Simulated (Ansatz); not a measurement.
# CH3ClMgO: how energies converge with the basis set

The task here is to estimate one member of a computed series from the others.

The runs use Ansatz 0.2.0, Gaussian basis; one geometry, several basis sets.

Plan: PBE0-D4/def2-SVP; ωB97M-V/def2-SVP; PBE0-D4/def2-QZVPP; ωB97M-V/def2-QZVPP; the functionals' def2-TZVPP values are taken from earlier runs.

### The geometry

An earlier PBE0-D4 in a triple-zeta def2 set relaxation fixed the geometry.

7 atoms, charge 0, spin multiplicity 1.

Atoms are counted from 1 here; the program's logs count them from 0.

Bond lengths: C1–O2 1.378 Å, C1–H5 1.099 Å, C1–H6 1.099 Å, C1–H7 1.099 Å, O2–Mg3 1.749 Å, Mg3–Cl4 2.176 Å. Angles: O2–C1–H5 111.6°, O2–C1–H6 111.6°, O2–C1–H7 111.6°, H5–C1–H6 107.2°, H5–C1–H7 107.2°, H6–C1–H7 107.2°, C1–O2–Mg3 179.8°, O2–Mg3–Cl4 180.0°.

Set-up of the first run:

in.yaml

```yaml
crystal:
  periodic: [false, false, false]
  atoms:
    - {symbol: C, position_ang: [0.659146, 1.022647, 0.127955]}
    - {symbol: O, position_ang: [-0.073749, -0.134223, -0.024461]}
    - {symbol: Mg, position_ang: [-0.998381, -1.606303, -0.215055]}
    - {symbol: Cl, position_ang: [-2.149151, -3.437917, -0.452319]}
    - {symbol: H, position_ang: [0.813984, 1.533335, -0.832625]}
    - {symbol: H, position_ang: [0.157342, 1.734498, 0.797996]}
    - {symbol: H, position_ang: [1.652109, 0.820063, 0.552808]}
basis:
  gaussian: {orbitals: def2-SVP}
hamiltonian: {xc: pbe0, dispersion: d4}
output: {orbitals: {seedname: orbitals}}
```

Run with:

```sh
$ ansatz run in.yaml --threads 4 --pin off --events-out ev --progress --plain --max-ram 10444MiB
```

Steps of the session up to this table: PBE0-D4 in def2-SVP; ωB97M-V in def2-SVP; PBE0-D4 in def2-QZVPP; ωB97M-V in def2-QZVPP.

One of the session's tables, all rows but one given; the rest of the session is left out.

It belongs to the step «Functionals by basis». 

```
functional       basis  HOMO (eV)  LUMO (eV)
   PBE0-D4    def2-SVP      -7.36      -1.33
   PBE0-D4  def2-TZVPP      -7.44      -1.40
   PBE0-D4  def2-QZVPP      -7.45      -1.41
   ωB97M-V    def2-SVP      -9.80       0.03
   ωB97M-V  def2-TZVPP      -9.89      -0.08
   ωB97M-V  def2-QZVPP          ?          ?
```

Q: Estimate the row for ωB97M-V, def2-QZVPP from the others.

As computed: HOMO (eV): -9.90; LUMO (eV): -0.22. In the column «HOMO (eV)» it is the lowest.
